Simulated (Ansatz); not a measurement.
# CH4OZn: basis-set convergence

Aim: see how fast density functionals converge with the basis set for CH4OZn.

Computed with Ansatz 0.2.0, Gaussian basis. Level: one geometry, several basis sets.

The runs, in order: PBE0-D4/def2-SVP; ωB97M-V/def2-SVP; PBE0-D4/def2-QZVPP; ωB97M-V/def2-QZVPP; the functionals' def2-TZVPP values are taken from earlier runs.

**1. The relaxed structure**

The geometry comes from an earlier relaxation with PBE0-D4 in a triple-zeta def2 set; it is a stationary point, not always the lowest conformer.

7 atoms, charge 0, spin multiplicity 1.

Atoms are counted from 1 here; the program's logs count them from 0.

Bond lengths: C1–O2 1.396 Å, C1–H4 1.096 Å, C1–H5 1.099 Å, C1–H6 1.099 Å, O2–Zn3 1.770 Å, Zn3–H7 1.513 Å. Angles: O2–C1–H4 109.1°, O2–C1–H5 112.8°, O2–C1–H6 112.7°, H4–C1–H5 107.2°, H4–C1–H6 107.2°, H5–C1–H6 107.5°, C1–O2–Zn3 130.2°, O2–Zn3–H7 175.1°.

**2. PBE0-D4 in def2-SVP**

The input, in.yaml:

```yaml
crystal:
  periodic: [false, false, false]
  atoms:
    - {symbol: C, position_ang: [-0.725292, 0.742618, -0.153837]}
    - {symbol: O, position_ang: [0.029997, -0.322852, -0.646143]}
    - {symbol: Zn, position_ang: [1.247423, -1.326771, 0.154796]}
    - {symbol: H, position_ang: [-1.371248, 1.123253, -0.953746]}
    - {symbol: H, position_ang: [-0.104124, 1.581717, 0.189727]}
    - {symbol: H, position_ang: [-1.378307, 0.450727, 0.680634]}
    - {symbol: H, position_ang: [2.301552, -2.248712, 0.728548]}
basis:
  gaussian: {orbitals: def2-SVP}
hamiltonian: {xc: pbe0, dispersion: d4}
output: {orbitals: {seedname: orbitals}}
```

Launch:

```bash
> ansatz run in.yaml --threads 2 --pin off --events-out ev --progress --plain --max-ram 22528MiB --backend cpu
```

After this run come: ωB97M-V in def2-SVP; PBE0-D4 in def2-QZVPP; ωB97M-V in def2-QZVPP.

Before running them: what should the planned runs give, taken together? Wanted: PBE0-D4: double and triple zeta above quadruple; ωB97M-V: double and triple zeta above quadruple.

**Answer**, as computed:

```
                                       quantity           value
PBE0-D4: double and triple zeta above quadruple  12.20, 1.40 eV
ωB97M-V: double and triple zeta above quadruple  12.30, 1.36 eV
```

In words: PBE0-D4 gains 10.81 eV from double to triple zeta, then 1.40 eV more. Total energies overstate the basis error of differences, where much of it tends to cancel. The LUMO of ωB97M-V is positive and keeps falling with the basis (1.66 to 0.60 eV): an unbound level that the basis holds in place.
